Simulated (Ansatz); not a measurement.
# Ga2GeSe2: the cost of one run

Computed with Ansatz 0.2.0 (DFT PBE, scalar-relativistic, plane waves, PAW, unless a step's input says otherwise).

**1. The starting structure**

The structure is tetragonal, space group I4/mmm (No. 139). The conventional cell has a = 4.322 Å, b = 4.322 Å, c = 11.838 Å, α = 90.00°, β = 90.00°, γ = 90.00°. Around Ga (site symmetry 4mm) lie 4 Se at 2.62 Å and 1 Ga at 2.96 Å. Ge (site symmetry 4/mmm) is surrounded by 8 Ga at 3.40 Å and 8 Se at 3.66 Å. Around Se (site symmetry -4m2) lie 4 Ga at 2.62 Å and 4 Ge at 3.66 Å.

Coordinates:

```
CELL_PARAMETERS angstrom
-2.16110 2.16110 5.91896
2.16110 -2.16110 5.91896
2.16110 2.16110 -5.91896
ATOMIC_POSITIONS crystal
Ga 0.37500 0.37500 0.00000
Ga 0.62500 0.62500 0.00000
Ge 0.00000 0.00000 0.00000
Se 0.75000 0.25000 0.50000
Se 0.25000 0.75000 0.50000
```

Recipe of the guess: species swapped into a database cell of NdCo2B2 (I4/mmm, No. 139), with Ge on the Nd sites, Se on the Co sites and Ga on the B sites. Lengths come from tabulated atomic sizes and are only a guess.

**2. Probe: one point on a coarse mesh**

input.yaml

```yaml
crystal:
  lattice:
    - [-2.16109985, 2.16109985, 5.91895907]
    - [2.16109985, -2.16109985, 5.91895907]
    - [2.16109985, 2.16109985, -5.91895907]
  atoms:
    - { symbol: Ga, position: [0.375, 0.375, 0.0] }
    - { symbol: Ga, position: [0.625, 0.625, 0.0] }
    - { symbol: Ge, position: [0.0, 0.0, 0.0] }
    - { symbol: Se, position: [0.75, 0.25, 0.5] }
    - { symbol: Se, position: [0.25, 0.75, 0.5] }
basis:
  ecutwfc: 420
kpoints:
  mp_grid: { grid: [6, 6, 6] }
hamiltonian:
  xc: pbe
scf:
  occupations: { method: gaussian, width: 0.1 }
  lower_state_search: "off"
output:
  forces: true
  stress: true
  eigenvalues: true
```

Launch:

```bash
ansatz run input.yaml --threads 1 --pin off --max-ram 2560MiB --backend cpu --events-out ev --progress --plain --runs-dir out
```

What time and memory should one allow on 1 thread of Intel Xeon at 2.50GHz (Skylake/Cascade Lake), shared host?

About 14 s, with a peak of 0.47 GiB.
